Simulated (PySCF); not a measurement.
# A gas-phase reaction: H5NOSi + CuH2N → CuH4NOSi + H3N

Aim: the reaction energy of `N[SiH2]O` + `[NH2][Cu]` → `O[SiH2][NH][Cu]` + `N`.

Programs: PySCF 2.14.0. All values are calculated, for the isolated system unless a continuum is named. Atoms count from 0, parts from 1.

### Step 1. The system as given

Each species was relaxed by itself at PBE0-D3(BJ)/def2-SVPD.

### Step 2. Reaction energy: wB97M-D3(BJ)/def2-TZVPD

What the job is given:

```
{"job": {"kind": "react", "xc": "wB97M-D3(BJ)", "basis": "def2-TZVPD"}, "charge": 0, "multiplicity": 1}
-1 H5NOSi charge 0 multiplicity 1
N     -0.776240    -0.068680     0.982990
Si     0.204810    -0.445040    -0.381440
O      0.653490     0.855410    -1.343720
H     -1.723540     0.275310     0.915720
H     -0.401010     0.010200     1.916630
H     -0.539520    -1.300180    -1.339910
H      1.412820    -1.109810     0.187680
H      1.152290     1.564260    -0.931640

-1 CuH2N charge 0 multiplicity 1
N     -0.189770     0.040460    -0.306200
Cu     1.390220     0.500060     0.467520
H     -0.241860    -0.977620    -0.379690
H     -0.955470     0.298540     0.319660

+1 CuH4NOSi charge 0 multiplicity 1
O     -0.513540    -0.697330     1.370430
Si     0.232940    -0.602880    -0.148380
N      0.109150     1.022270    -0.658500
Cu    -1.497520     1.748620    -0.184920
H     -0.080600    -0.182170     2.055990
H     -0.529840    -1.632950    -0.920400
H      1.664870    -1.042020    -0.057300
H      0.614640     1.386440    -1.456990

+1 H3N charge 0 multiplicity 1
N      0.005180     0.000910     0.284500
H      0.925580    -0.199850    -0.095510
H     -0.631010    -0.697780    -0.088270
H     -0.283940     0.899250    -0.091350
```

Method: wB97M-D3(BJ)/def2-TZVPD reaction energy of separated species, gas phase.

On the command line:

```
$ OMP_NUM_THREADS=1 python cluster_run.py task.json out
```

This one command runs all jobs of the session in turn.

What it wrote:

```text
species 1 (H5NOSi)
coarse grid: 29072 points
cycle   1  E = -422.5892338926  dE =  9.336e-02  |g| = 7.168e-01  |ddm| = 1.947e+00
cycle   2  E = -422.5776881813  dE =  1.155e-02  |g| = 8.092e-01  |ddm| = 8.828e-01
cycle   3  E = -422.6870012694  dE = -1.093e-01  |g| = 5.219e-02  |ddm| = 4.456e-01
cycle   4  E = -422.6874476103  dE = -4.463e-04  |g| = 2.917e-02  |ddm| = 5.720e-02
cycle   5  E = -422.6876179725  dE = -1.704e-04  |g| = 6.789e-03  |ddm| = 2.264e-02
cycle   6  E = -422.6876292780  dE = -1.131e-05  |g| = 8.174e-04  |ddm| = 7.865e-03
cycle   7  E = -422.6876296656  dE = -3.876e-07  |g| = 2.034e-04  |ddm| = 2.540e-03
final grid: 60992 points
cycle   8  E = -422.6876123471  dE = -7.462e-08  |g| = 1.527e-04  |ddm| = 2.834e-03
cycle   9  E = -422.6876123514  dE = -4.272e-09  |g| = 1.408e-04  |ddm| = 5.219e-04
cycle  10  E = -422.6876123551  dE = -3.773e-09  |g| = 2.116e-05  |ddm| = 8.378e-05
cycle  11  E = -422.6876123554  dE = -2.676e-10  |g| = 1.081e-05  |ddm| = 8.516e-05
converged SCF energy = -422.6876123554

species 2 (CuH2N)
coarse grid: 17504 points
cycle   1  E = -1696.0773476114  dE = -3.886e-02  |g| = 2.300e+00  |ddm| = 1.568e+00
cycle   2  E = -1695.1516939994  dE =  9.257e-01  |g| = 4.155e+00  |ddm| = 1.915e+00
cycle   3  E = -1696.5171021436  dE = -1.365e+00  |g| = 2.051e-01  |ddm| = 1.173e+00
cycle   4  E = -1696.5218075954  dE = -4.705e-03  |g| = 4.603e-02  |ddm| = 1.338e-01
cycle   5  E = -1696.5220727613  dE = -2.652e-04  |g| = 2.235e-02  |ddm| = 3.916e-02
cycle   6  E = -1696.5222126939  dE = -1.399e-04  |g| = 4.792e-03  |ddm| = 2.300e-02
cycle   7  E = -1696.5222462748  dE = -3.358e-05  |g| = 2.469e-03  |ddm| = 2.026e-02
cycle   8  E = -1696.5222514619  dE = -5.187e-06  |g| = 9.308e-04  |ddm| = 7.168e-03
final grid: 34776 points
cycle   9  E = -1696.5221911506  dE = -7.341e-07  |g| = 1.287e-03  |ddm| = 2.391e-03
cycle  10  E = -1696.5221910014  dE =  1.493e-07  |g| = 3.079e-03  |ddm| = 1.767e-03
cycle  11  E = -1696.5221917099  dE = -7.085e-07  |g| = 3.731e-04  |ddm| = 7.389e-04
cycle  12  E = -1696.5221919832  dE = -2.733e-07  |g| = 1.246e-04  |ddm| = 2.206e-03
cycle  13  E = -1696.5221919959  dE = -1.273e-08  |g| = 5.025e-05  |ddm| = 4.148e-04
cycle  14  E = -1696.5221919975  dE = -1.521e-09  |g| = 1.907e-05  |ddm| = 1.125e-04
cycle  15  E = -1696.5221919979  dE = -4.163e-10  |g| = 3.678e-06  |ddm| = 7.741e-05
converged SCF energy = -1696.5221919979

species 3 (CuH4NOSi)
coarse grid: 34040 points
cycle   1  E = -2062.0833712934  dE =  2.347e-01  |g| = 2.429e+00  |ddm| = 2.276e+00
cycle   2  E = -2061.1675180771  dE =  9.159e-01  |g| = 4.254e+00  |ddm| = 2.320e+00
cycle   3  E = -2062.6156226067  dE = -1.448e+00  |g| = 2.384e-01  |ddm| = 1.352e+00
cycle   4  E = -2062.6228402964  dE = -7.218e-03  |g| = 9.474e-02  |ddm| = 2.009e-01
cycle   5  E = -2062.6243304910  dE = -1.490e-03  |g| = 2.921e-02  |ddm| = 6.101e-02
cycle   6  E = -2062.6245616488  dE = -2.312e-04  |g| = 6.454e-03  |ddm| = 3.599e-02
cycle   7  E = -2062.6246069125  dE = -4.526e-05  |g| = 3.245e-03  |ddm| = 1.960e-02
cycle   8  E = -2062.6246175162  dE = -1.060e-05  |g| = 1.968e-03  |ddm| = 9.947e-03
cycle   9  E = -2062.6246205279  dE = -3.012e-06  |g| = 8.614e-04  |ddm| = 4.688e-03
final grid: 68656 points
cycle  10  E = -2062.6245585190  dE = -9.174e-07  |g| = 9.128e-04  |ddm| = 3.785e-03
cycle  11  E = -2062.6245588014  dE = -2.824e-07  |g| = 1.578e-03  |ddm| = 1.756e-03
cycle  12  E = -2062.6245591105  dE = -3.091e-07  |g| = 3.279e-04  |ddm| = 6.471e-04
cycle  13  E = -2062.6245592491  dE = -1.386e-07  |g| = 4.071e-04  |ddm| = 8.656e-04
cycle  14  E = -2062.6245594368  dE = -1.877e-07  |g| = 4.573e-05  |ddm| = 2.128e-03
cycle  15  E = -2062.6245594392  dE = -2.443e-09  |g| = 2.187e-05  |ddm| = 1.960e-04
cycle  16  E = -2062.6245594395  dE = -2.756e-10  |g| = 9.999e-06  |ddm| = 5.508e-05
converged SCF energy = -2062.6245594395

species 4 (H3N)
coarse grid: 12536 points
cycle   1  E = -56.5694045488  dE = -1.294e-01  |g| = 3.023e-01  |ddm| = 1.089e+00
cycle   2  E = -56.5779580926  dE = -8.554e-03  |g| = 2.716e-01  |ddm| = 2.675e-01
cycle   3  E = -56.5918796254  dE = -1.392e-02  |g| = 2.124e-02  |ddm| = 1.115e-01
cycle   4  E = -56.5919852130  dE = -1.056e-04  |g| = 5.194e-03  |ddm| = 1.727e-02
cycle   5  E = -56.5919963492  dE = -1.114e-05  |g| = 7.323e-04  |ddm| = 8.712e-03
cycle   6  E = -56.5919967643  dE = -4.151e-07  |g| = 1.111e-04  |ddm| = 3.175e-03
final grid: 27112 points
cycle   7  E = -56.5919843490  dE = -1.723e-08  |g| = 6.603e-05  |ddm| = 8.585e-04
cycle   8  E = -56.5919843511  dE = -2.178e-09  |g| = 5.363e-05  |ddm| = 2.750e-04
cycle   9  E = -56.5919843518  dE = -6.937e-10  |g| = 1.254e-05  |ddm| = 5.525e-05
converged SCF energy = -56.5919843518

Reaction energy = -4.738 kcal/mol
```

It took 60 s on 1 thread of Arm Neoverse N1, shared host; peak memory 0.76 GiB.

Species by species (with the dispersion term, which the log's SCF energies lack):

| ν | species | energy (Eh) | HOMO (eV) |
| --- | --- | --- | --- |
| -1 | N[SiH2]O | -422.69412 | -10.15 |
| -1 | [NH2][Cu] | -1696.52455 | -8.41 |
| +1 | O[SiH2][NH][Cu] | -2062.63265 | -8.62 |
| +1 | N | -56.59358 | -10.26 |

### Step 3. Reaction energy: PBE0-D3(BJ)/def2-TZVPD

The job, as its differences from that of step 2:

```diff
@@ -1,2 +1,2 @@
-{"job": {"kind": "react", "xc": "wB97M-D3(BJ)", "basis": "def2-TZVPD"}, "charge": 0, "multiplicity": 1}
+{"job": {"kind": "react", "xc": "PBE0", "basis": "def2-TZVPD", "disp": "d3bj"}, "charge": 0, "multiplicity": 1}
 -1 H5NOSi charge 0 multiplicity 1
```

With the program's defaults for keys left out, this is: PBE0-D3(BJ)/def2-TZVPD reaction energy of separated species, gas phase.

What it wrote:

```text
species 1 (H5NOSi)
coarse grid: 6872 points
cycle   1  E = -422.2406679064  dE =  1.336e-01  |g| = 7.923e-01  |ddm| = 2.021e+00
cycle   2  E = -422.0523926181  dE =  1.883e-01  |g| = 1.269e+00  |ddm| = 1.250e+00
cycle   3  E = -422.3536126370  dE = -3.012e-01  |g| = 9.911e-02  |ddm| = 8.273e-01
cycle   4  E = -422.3548727590  dE = -1.260e-03  |g| = 5.895e-02  |ddm| = 7.850e-02
cycle   5  E = -422.3555530672  dE = -6.803e-04  |g| = 7.312e-03  |ddm| = 3.303e-02
cycle   6  E = -422.3555644048  dE = -1.134e-05  |g| = 9.576e-04  |ddm| = 5.404e-03
cycle   7  E = -422.3555646066  dE = -2.018e-07  |g| = 3.193e-04  |ddm| = 1.101e-03
final grid: 60992 points
cycle   8  E = -422.3505800252  dE = -2.209e-05  |g| = 6.791e-03  |ddm| = 3.106e-02
cycle   9  E = -422.3505671109  dE =  1.291e-05  |g| = 1.058e-02  |ddm| = 8.392e-03
cycle  10  E = -422.3505885769  dE = -2.147e-05  |g| = 5.060e-04  |ddm| = 5.346e-03
cycle  11  E = -422.3505886060  dE = -2.911e-08  |g| = 2.934e-04  |ddm| = 4.112e-04
cycle  12  E = -422.3505886219  dE = -1.594e-08  |g| = 3.779e-05  |ddm| = 1.776e-04
cycle  13  E = -422.3505886222  dE = -2.988e-10  |g| = 6.181e-06  |ddm| = 2.843e-05
converged SCF energy = -422.3505886222

species 2 (CuH2N)
coarse grid: 17504 points
cycle   1  E = -1694.9024282265  dE =  8.387e-01  |g| = 3.699e+00  |ddm| = 1.898e+00
cycle   2  E = -1690.8693195473  dE =  4.033e+00  |g| = 7.123e+00  |ddm| = 3.995e+00
cycle   3  E = -1695.9625931030  dE = -5.093e+00  |g| = 1.286e+00  |ddm| = 3.342e+00
cycle   4  E = -1695.5732745839  dE =  3.893e-01  |g| = 1.427e+00  |ddm| = 1.716e+00
cycle   5  E = -1696.1656169797  dE = -5.923e-01  |g| = 9.068e-02  |ddm| = 1.359e+00
cycle   6  E = -1696.1682338847  dE = -2.617e-03  |g| = 2.791e-02  |ddm| = 1.511e-01
cycle   7  E = -1696.1683073540  dE = -7.347e-05  |g| = 1.136e-02  |ddm| = 1.766e-02
cycle   8  E = -1696.1683220308  dE = -1.468e-05  |g| = 1.395e-03  |ddm| = 6.541e-03
cycle   9  E = -1696.1683225728  dE = -5.420e-07  |g| = 5.281e-04  |ddm| = 1.611e-03
final grid: 34776 points
cycle  10  E = -1696.1683274413  dE =  1.378e-07  |g| = 1.390e-03  |ddm| = 1.473e-03
cycle  11  E = -1696.1683262360  dE =  1.205e-06  |g| = 4.019e-03  |ddm| = 2.002e-03
cycle  12  E = -1696.1683276142  dE = -1.378e-06  |g| = 2.488e-04  |ddm| = 1.347e-03
cycle  13  E = -1696.1683276272  dE = -1.299e-08  |g| = 2.150e-05  |ddm| = 1.901e-04
cycle  14  E = -1696.1683276273  dE = -9.550e-11  |g| = 1.091e-05  |ddm| = 2.201e-05
converged SCF energy = -1696.1683276273

species 3 (CuH4NOSi)
coarse grid: 34040 points
cycle   1  E = -2060.4964987520  dE =  1.253e+00  |g| = 3.960e+00  |ddm| = 2.611e+00
cycle   2  E = -2052.1234954093  dE =  8.373e+00  |g| = 8.443e+00  |ddm| = 6.270e+00
cycle   3  E = -2061.5807477165  dE = -9.457e+00  |g| = 1.951e+00  |ddm| = 5.599e+00
cycle   4  E = -2061.7007837407  dE = -1.200e-01  |g| = 1.253e+00  |ddm| = 1.522e+00
cycle   5  E = -2062.0022176569  dE = -3.014e-01  |g| = 2.009e-01  |ddm| = 7.156e-01
cycle   6  E = -2062.0079782372  dE = -5.761e-03  |g| = 9.328e-02  |ddm| = 2.670e-01
cycle   7  E = -2062.0094788408  dE = -1.501e-03  |g| = 4.980e-02  |ddm| = 8.746e-02
cycle   8  E = -2062.0099189596  dE = -4.401e-04  |g| = 1.117e-02  |ddm| = 3.446e-02
cycle   9  E = -2062.0099420138  dE = -2.305e-05  |g| = 1.541e-03  |ddm| = 8.326e-03
cycle  10  E = -2062.0099432247  dE = -1.211e-06  |g| = 1.401e-03  |ddm| = 3.591e-03
final grid: 68656 points
cycle  11  E = -2062.0099472809  dE =  6.243e-07  |g| = 3.450e-03  |ddm| = 4.121e-03
cycle  12  E = -2062.0099402517  dE =  7.029e-06  |g| = 1.006e-02  |ddm| = 4.388e-03
cycle  13  E = -2062.0099482926  dE = -8.041e-06  |g| = 3.136e-04  |ddm| = 3.034e-03
cycle  14  E = -2062.0099483137  dE = -2.107e-08  |g| = 1.340e-04  |ddm| = 2.640e-04
cycle  15  E = -2062.0099483170  dE = -3.291e-09  |g| = 6.954e-05  |ddm| = 1.454e-04
cycle  16  E = -2062.0099483183  dE = -1.304e-09  |g| = 7.636e-06  |ddm| = 1.576e-04
cycle  17  E = -2062.0099483183  dE = -2.728e-11  |g| = 1.967e-06  |ddm| = 1.447e-05
converged SCF energy = -2062.0099483183

species 4 (H3N)
coarse grid: 2928 points
cycle   1  E = -56.4894983325  dE = -9.632e-02  |g| = 3.707e-01  |ddm| = 1.101e+00
cycle   2  E = -56.4630776733  dE =  2.642e-02  |g| = 5.179e-01  |ddm| = 4.423e-01
cycle   3  E = -56.5201773876  dE = -5.710e-02  |g| = 1.575e-02  |ddm| = 2.484e-01
cycle   4  E = -56.5202258560  dE = -4.847e-05  |g| = 3.353e-03  |ddm| = 8.631e-03
cycle   5  E = -56.5202280268  dE = -2.171e-06  |g| = 3.221e-04  |ddm| = 2.234e-03
final grid: 27112 points
cycle   6  E = -56.5150251161  dE = -1.153e-05  |g| = 5.641e-03  |ddm| = 1.626e-02
cycle   7  E = -56.5150196131  dE =  5.503e-06  |g| = 7.719e-03  |ddm| = 5.837e-03
cycle   8  E = -56.5150314783  dE = -1.187e-05  |g| = 1.438e-04  |ddm| = 3.489e-03
cycle   9  E = -56.5150314829  dE = -4.562e-09  |g| = 3.189e-05  |ddm| = 9.572e-05
cycle  10  E = -56.5150314831  dE = -2.946e-10  |g| = 3.532e-06  |ddm| = 2.910e-05
converged SCF energy = -56.5150314831

Reaction energy = -4.502 kcal/mol
```

It took 34 s on 1 thread of Arm Neoverse N1, shared host; peak memory 0.65 GiB.

Reaction energy at this level: -4.50 kcal/mol.

### Step 4. Comparing the runs

Energies in kcal/mol, with wall time:

| run | reaction | time |
| --- | --- | --- |
| wB97M-D3(BJ)/def2-TZVPD | -4.74 | 60 s |
| PBE0-D3(BJ)/def2-TZVPD | -4.50 | 34 s |

### Step 5. What came out

| quantity | value |
| --- | --- |
| reaction energy (wB97M-D3(BJ)/def2-TZVPD) | -4.74 kcal/mol |
| ΔH, ΔG at 298 K (xTB thermal terms) | -4.4, -3.4 kcal/mol |
| range of the reaction energy over the runs of this table | -4.74 to -4.50 kcal/mol |

What this shows: The reaction is exothermic by 4.4 kcal/mol in the gas phase; dispersion gives -0.51, and xTB itself gave -3.85 for the electronic energy (xTB energies and thermal terms come from the earlier relaxation of each species, not shown). No barrier was sought. The reaction energy runs from -4.74 (wB97M-D3(BJ)/def2-TZVPD) to -4.50 kcal/mol (PBE0-D3(BJ)/def2-TZVPD).
